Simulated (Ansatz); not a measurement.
# SnH2F (SMILES [F][SnH2]) at U-wB97M-V/def2-TZVPP (core potential)

What is the electronic atomisation energy of SnH2F at U-wB97M-V/def2-TZVPP (core potential)? 

The results are computed with Ansatz 0.2.0.

36 further runs of the same task are left out: 36 set aside as unsound or not needed.

## Step 1: Starting point

SnH2F has 4 atoms, charge 0, and is taken as a doublet. As SMILES, `[F][SnH2]`. The shape is that of a PBE0-D4/def2-TZVP optimisation.

Bond lengths: F1–Sn2 1.932 Å, Sn2–H3 1.726 Å, Sn2–H4 1.726 Å. Angles: F1–Sn2–H3 103.3°, F1–Sn2–H4 103.3°, H3–Sn2–H4 113.3°.

## Step 2: The energy at U-wB97M-V/def2-TZVPP (core potential)

The input, input.yaml:

```yaml
crystal:
  periodic: [false, false, false]
  atoms:
    - {symbol: F, position_ang: [-1.552600, -0.190000, 0.640700]}
    - {symbol: Sn, position_ang: [0.028300, -0.242200, -0.468300]}
    - {symbol: H, position_ang: [1.184100, -1.054400, 0.524100]}
    - {symbol: H, position_ang: [0.395700, 1.426200, -0.716700]}
basis:
  gaussian: {orbitals: def2-TZVPP}
magnetization: {spin_polarized: true, initial_magnetization: 1}
hamiltonian: {xc: {name: wB97M-V}}
accuracy: high
output: {orbitals: {seedname: orbitals}}
```

The run is started by

```sh
$ ansatz run input.yaml --threads 1 --pin off --max-ram 3480MiB --events-out events.jsonl --progress --plain --runs-dir runs
```

What it wrote:

```text
Warning: RAYON_NUM_THREADS=1 ignored (pool sized by the plan → 1); use --threads N
Functional definition: wB97M-V
  name "wB97M-V"
  parameter omega = 0.3/bohr
  parameter cx = 0.15
  parameter cx01 = 1.007
  parameter cx10 = 0.259
  parameter css00 = 0.443
  parameter css04 = -1.437
  parameter css10 = -4.535
  parameter css20 = -3.390
  parameter css43 = 4.278
  parameter cos00 = 1.000
  parameter cos10 = 1.358
  parameter cos20 = 2.924
  parameter cos21 = -8.812
  parameter cos60 = -1.390
  parameter cos61 = 9.142
  parameter b = 6.0
  parameter c = 0.01
  gx(w, u) = 1 - cx + cx01*u + cx10*w
  gss(w, u) = css00 + css04*u^4 + css10*w + css20*w^2 + css43*w^4*u^3
  gos(w, u) = cos00 + cos10*w + (cos20 + cos21*u)*w^2 + (cos60 + cos61*u)*w^6
  exchange = spin_sum(e_x_unif_sr(omega)*gx(b97_w, b97_u_x)) + cx*exact_x_sr(omega) + exact_x_lr(omega)
  correlation = spin_sum(e_c_pw_mod_same_spin*gss(b97_w, b97_u_same))
      + integral(e_c_pw_mod_opposite_spin*gos(b97_w_opposite, b97_u_opposite)) + vv10(b, c)
1918 factors; integrals over basis functions are off by at most 3.5e-9 eV
320 factors; integrals over basis functions are off by at most 1.7e-9 eV
mean field evaluation 1: about -8577.0158 eV, gradient 2.7e1 eV
mean field evaluation 2: about -8574.9707 eV, gradient 4.1e1 eV
mean field evaluation 4: about -8579.4838 eV, gradient 6.7e-1 eV
mean field evaluation 8: about -8579.5160 eV, gradient 9.5e-2 eV
mean field evaluation 16: about -8579.5162 eV, gradient 3.9e-4 eV
mean field -8579.51621275 eV, -315.2914054138 hartree, gradient 4.0e-8 eV, S^2 0.752384; 0 other end points of the search recorded, 0 dependent functions left out
reference -8579.51621745 eV, -315.2914055863 hartree; 17, 16 occupied and 92, 93 virtual orbitals, 1918 factors
Total energy: -8579.51621745 eV, -315.2914055863 hartree
```

Wall time 71 s (1 thread of Arm Neoverse V1, shared host); peak memory 0.86 GiB.

## Step 3: The F atom at the same level

The input, in.yaml:

```yaml
crystal:
  periodic: [false, false, false]
  atoms:
    - {symbol: F, position_ang: [0.000000, 0.000000, 0.000000]}
basis:
  gaussian:
    orbitals: def2-TZVPP
accuracy: high
magnetization:
  spin_polarized: true
  initial_magnetization: 1
hamiltonian:
  xc: {name: wB97M-V}
```

Run the same way, it converges to -99.74527 Eh (log not shown).

## Step 4: The H atom, same level

The input, in.yaml:

```yaml
crystal:
  periodic: [false, false, false]
  atoms:
    - symbol: H
      position_ang: [0.000000, 0.000000, 0.000000]
basis:
  gaussian: {orbitals: def2-TZVPP}
magnetization: {spin_polarized: true, initial_magnetization: 1}
hamiltonian: {xc: {name: wB97M-V}}
accuracy: high
```

Run the same way, it converges to -0.49411 Eh (log not shown).

## Step 5: The Sn atom at the same level

The input, input.yaml:

```yaml
crystal:
  periodic: [false, false, false]
  atoms:
    - {symbol: Sn, position_ang: [0.000000, 0.000000, 0.000000]}
basis:
  gaussian:
    orbitals: def2-TZVPP
magnetization:
  spin_polarized: true
  initial_magnetization: 2
hamiltonian:
  xc: {name: wB97M-V}
accuracy: high
```

Run the same way, it converges to -214.20632 Eh (log not shown).

## Step 6: Outcome

Level: U-wB97M-V/def2-TZVPP (core potential).

| quantity | value |
| --- | --- |
| molecule: total energy | -315.29141 Eh |
| molecule: HOMO energy (highest over α and β) | -8.76 eV |
| molecule: LUMO energy (lowest over α and β) | -1.86 eV |
| molecule: ⟨S²⟩ | 0.752 |
| F atom: total energy | -99.74527 Eh |
| F atom: ⟨S²⟩ | 0.752 |
| H atom: total energy | -0.49411 Eh |
| H atom: ⟨S²⟩ | 0.750 |
| Sn atom: total energy | -214.20632 Eh |
| Sn atom: ⟨S²⟩ | 2.003 |
| electronic atomisation energy | 9.567 eV |

Taking the molecule apart into free atoms costs 9.57 eV (221 kcal/mol), before zero-point energy and without spin-orbit coupling.
